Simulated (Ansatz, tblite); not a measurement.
# B7P7 zinc blende off sphere (B₇P₇H₂₀): one state, many levels

How do method and basis change the picture of B7P7 zinc blende off sphere (B₇P₇H₂₀) (singlet)?

Program: Ansatz 0.2.0, Gaussian basis. Level of theory: as each input shows. These are calculated values, not measurements.

Plan: GFN1-xTB, GFN2-xTB, PBE-D4/def2-TZVP, r2SCAN-D4/def2-TZVP, PBE+5HF/def2-SVP, PBE+10HF/def2-SVP, PBE+15HF/def2-SVP, PBE+35HF/def2-SVP, PBE+50HF/def2-SVP, PBE-D4/def2-SVP, PBE0-D4/def2-SVP.

1 further run of the same task is left out (set aside as unsound or not needed).

### 1 The structure

The singlet was relaxed beforehand with PBE-D4/def2-SVP.

34 atoms, charge 0, spin multiplicity 1.

Bond lengths: B1–P9 1.960 Å, B1–P10 1.964 Å, B1–H15 1.226 Å, B1–H16 1.226 Å, B2–P8 1.959 Å, B2–P11 1.959 Å, B2–P12 1.959 Å, B2–H17 1.219 Å, B3–P9 1.971 Å, B3–P11 1.939 Å, B3–P13 1.971 Å, B3–H18 1.221 Å, B4–P8 1.939 Å, B4–P9 1.971 Å, B4–P14 1.971 Å, B4–H19 1.221 Å, B5–P10 1.964 Å, B5–P14 1.960 Å and more. Angles: P9–B1–P10 104.2°, P9–B1–H15 106.8°, P9–B1–H16 106.7°, P10–B1–H15 111.2°, P10–B1–H16 111.2°, H15–B1–H16 115.8°, P8–B2–P11 105.7°, P8–B2–P12 105.7°, P8–B2–H17 113.0°, P11–B2–P12 105.7°, P11–B2–H17 113.0°, P12–B2–H17 113.0°, P9–B3–P11 109.3°, P9–B3–P13 105.8°, P9–B3–H18 111.1°, P11–B3–P13 109.3°, P11–B3–H18 110.1°, P13–B3–H18 111.1° and more.

PBE0-D4/def2-TZVP was run before; its log isn't repeated, and its numbers join the tables.

### 2 GFN1-xTB

Tight binding, by tblite at 300 K electronic temperature and without a spin-polarisation term:

```python
tblite.interface.Calculator('GFN1-xTB', numbers, positions, charge=0, uhf=0).singlepoint()
```

Energy -1061.5499 eV, HOMO -10.28 eV, LUMO -6.05 eV; 0.083 s.

### 3 GFN2-xTB

Tight binding, by tblite at 300 K electronic temperature and without a spin-polarisation term:

```python
tblite.interface.Calculator('GFN2-xTB', numbers, positions, charge=0, uhf=0).singlepoint()
```

Energy -995.8385 eV, HOMO -9.25 eV, LUMO -6.29 eV; 0.064 s.

### 4 PBE-D4/def2-TZVP

start.molden holds the orbitals of an earlier run on this state, given as this run's starting guess.

File in.yaml:

```yaml
crystal:
  periodic: [false, false, false]
  atoms:
    - {symbol: B, position_ang: [0.591956, -2.904719, 0.592345]}
    - {symbol: B, position_ang: [-1.724499, 1.727802, -1.722885]}
    - {symbol: B, position_ang: [0.599100, -0.601407, -1.697411]}
    - {symbol: B, position_ang: [-1.697009, -0.600242, 0.602459]}
    - {symbol: B, position_ang: [0.595900, -0.597275, 2.902805]}
    - {symbol: B, position_ang: [0.603039, 1.695675, 0.602332]}
    - {symbol: B, position_ang: [2.903338, -0.597025, 0.591552]}
    - {symbol: P, position_ang: [-2.755135, 0.550312, -0.544247]}
    - {symbol: P, position_ang: [-0.510238, -1.715231, -0.508366]}
    - {symbol: P, position_ang: [1.681358, -1.684133, 1.678936]}
    - {symbol: P, position_ang: [-0.548345, 0.548958, -2.754822]}
    - {symbol: P, position_ang: [-0.544247, 2.756384, -0.545188]}
    - {symbol: P, position_ang: [1.715056, 0.506539, -0.508905]}
    - {symbol: P, position_ang: [-0.506291, 0.507118, 1.716700]}
    - {symbol: H, position_ang: [1.288904, -3.554431, -0.178547]}
    - {symbol: H, position_ang: [-0.178217, -3.552813, 1.291603]}
    - {symbol: H, position_ang: [-2.428072, 2.432608, -2.425653]}
    - {symbol: H, position_ang: [1.289578, -1.292788, -2.428956]}
    - {symbol: H, position_ang: [-2.428251, -1.291066, 1.293826]}
    - {symbol: H, position_ang: [-0.174595, -1.295967, 3.551137]}
    - {symbol: H, position_ang: [1.295375, 0.171333, 3.552507]}
    - {symbol: H, position_ang: [1.296012, 2.425245, 1.293301]}
    - {symbol: H, position_ang: [3.551346, -1.295301, -0.179568]}
    - {symbol: H, position_ang: [3.553109, 0.172361, 1.290107]}
    - {symbol: H, position_ang: [-3.678991, -0.174557, -1.362572]}
    - {symbol: H, position_ang: [-3.674598, 1.370353, 0.184255]}
    - {symbol: H, position_ang: [-1.370412, -2.477163, -1.366693]}
    - {symbol: H, position_ang: [2.506438, -2.510285, 2.502623]}
    - {symbol: H, position_ang: [-1.368425, -0.175727, -3.677280]}
    - {symbol: H, position_ang: [0.179588, 1.368019, -3.675598]}
    - {symbol: H, position_ang: [0.184302, 3.676297, -1.364667]}
    - {symbol: H, position_ang: [-1.361307, 3.679963, 0.181478]}
    - {symbol: H, position_ang: [2.477865, 1.365273, -1.367919]}
    - {symbol: H, position_ang: [-1.363642, 1.365881, 2.481319]}
basis:
  gaussian: {orbitals: def2-TZVP, fitting: {mean_field: def2-universal-jkfit}, initial_orbitals: start.molden}
hamiltonian: {xc: pbe, dispersion: d4}
scf: {omitted_lower_state_checks: [starts]}
output: {forces: true, orbitals: {seedname: orbitals}}
```

Command:

```bash
$ ansatz run in.yaml --threads 2 --pin off --events-out ev --progress --plain --max-ram 32768MiB --backend cuda --devices 0, --max-vram 18GiB
```

Further steps of the session: r2SCAN-D4/def2-TZVP; PBE+5HF/def2-SVP; PBE+10HF/def2-SVP; PBE+15HF/def2-SVP; PBE+35HF/def2-SVP; PBE+50HF/def2-SVP; PBE-D4/def2-SVP; PBE0-D4/def2-SVP.

Q: Predict the results of all the runs planned. Wanted: gap in def2-TZVP, named functionals, smallest and largest; gap over the share of exact exchange; binding an atom, functionals in def2-TZVP; PBE0 total energy, smallest basis above largest.

The runs gave:

| quantity | value |
| --- | --- |
| gap in def2-TZVP, named functionals, smallest and largest | 3.85 eV (PBE-D4), 5.73 eV (PBE0-D4) |
| gap over the share of exact exchange | 3.97 eV at 0, 7.85 eV at 0.5 |
| binding an atom, functionals in def2-TZVP | 3.52 (r2SCAN-D4) to 3.56 eV (PBE-D4) |
| PBE0 total energy, smallest basis above largest | 27.06 eV (def2-SVP, def2-TZVP) |

In words: Over the named functionals in def2-TZVP the gap runs from 3.85 eV (PBE-D4) to 5.73 eV (PBE0-D4); exact exchange widens it. Raising the share of exact exchange from 0 to 0.5 moves the HOMO by -2.29 eV and the LUMO by +1.59 eV.
